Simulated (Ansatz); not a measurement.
# NaCa2: the cost of one run

Method: DFT PBE, scalar-relativistic, plane waves, PAW, in Ansatz 0.2.0.

### Step 1. The structure to begin with

It takes space group Fd-3m (No. 227, cubic). The conventional cell has a = 8.539 Å, b = 8.539 Å, c = 8.539 Å, α = 90.00°, β = 90.00°, γ = 90.00°. Around Na (site symmetry -43m) lie 12 Ca at 3.54 Å and 4 Na at 3.70 Å. Ca (site symmetry -3m) has 6 Ca at 3.02 Å as nearest neighbours.

Coordinates:

```xyz
6
Lattice="0.0000 4.2693 4.2693 4.2693 0.0000 4.2693 4.2693 4.2693 0.0000" Properties=species:S:1:pos:R:3 pbc="T T T"
Na    0.0000    0.0000    0.0000
Na    2.1346    2.1346    2.1346
Ca    5.3366    5.3366    5.3366
Ca    5.3366    3.2020    3.2020
Ca    3.2020    3.2020    5.3366
Ca    3.2020    5.3366    3.2020
```

This is candidate A: cubic Laves (C15) type (Fd-3m, No. 227).

(A quick probe on a coarse mesh, which set the mesh and smearing, is not shown.)

### Step 3. Rough relaxation on the coarse mesh (candidate A)

input.yaml reads:

```yaml
crystal:
  lattice:
    - [0.0, 4.2692932265, 4.2692932265]
    - [4.2692932265, 0.0, 4.2692932265]
    - [4.2692932265, 4.2692932265, 0.0]
  atoms:
    - { symbol: Na, position: [0.0, 0.0, 0.0] }
    - { symbol: Na, position: [0.25, 0.25, 0.25] }
    - { symbol: Ca, position: [0.625, 0.625, 0.625] }
    - { symbol: Ca, position: [0.125, 0.625, 0.625] }
    - { symbol: Ca, position: [0.625, 0.625, 0.125] }
    - { symbol: Ca, position: [0.625, 0.125, 0.625] }
basis:
  ecutwfc: 420
kpoints:
  mp_grid: { grid: [4, 4, 4] }
hamiltonian:
  xc: pbe
scf:
  occupations: { method: gaussian, width: 0.1 }
  lower_state_search: "off"
output:
  forces: true
  stress: true
  eigenvalues: true
relax:
  adjacent_minimum: "off"
  f_tol: 0.04
  max_steps: 70
  cell: { stress_tol: 0.4 }
```

On the command line:

```sh
> ansatz run input.yaml --threads 1 --pin off --max-ram 2560MiB --backend cpu --events-out ev --progress --plain --runs-dir out
```

What time and memory should one allow on 1 thread of Arm Neoverse V2, shared host?

About 23 s, with a peak of 0.45 GiB.
